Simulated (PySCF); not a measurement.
# BLiO2: the cost of one run

Programs: PySCF 2.14.0. All values are calculated, for the isolated system unless a continuum is named. Atoms count from 0, parts from 1.

## 1. Starting point

4 atoms, charge 0, multiplicity 1; geometry: GFN2-xTB. Parts: 1 = atom 0, `[Li+]`, charge 1; 2 = atoms 1–3, `O=B[O-]`, charge -1.

## 2. Geometry optimisation at PBE0-D3(BJ)/def2-SVPD

What the job is given:

```
{"job": {"xc": "PBE0", "basis": "def2-SVPD", "d3": "d3bj", "grid": 2, "kind": "geom"}, "charge": 0, "multiplicity": 1, "parts": [{"atoms": "0-0", "charge": 1, "multiplicity": 1}, {"atoms": "1-3", "charge": -1, "multiplicity": 1}]}
Li     0.157197    -0.059095    -0.422718
O      3.349118    -1.251303    -2.642763
B      2.399637    -0.896664    -1.982027
O      1.393898    -0.521011    -1.282217
```

Started as:

```
$ OMP_NUM_THREADS=1 python cluster_run.py task.json out
```

One launch serves the whole session: the jobs run in the order shown.

Q: Estimate the wall time and peak memory of this first job on 1 thread of Arm Neoverse N1, shared host.

About 12 s, with a peak of 0.37 GiB.
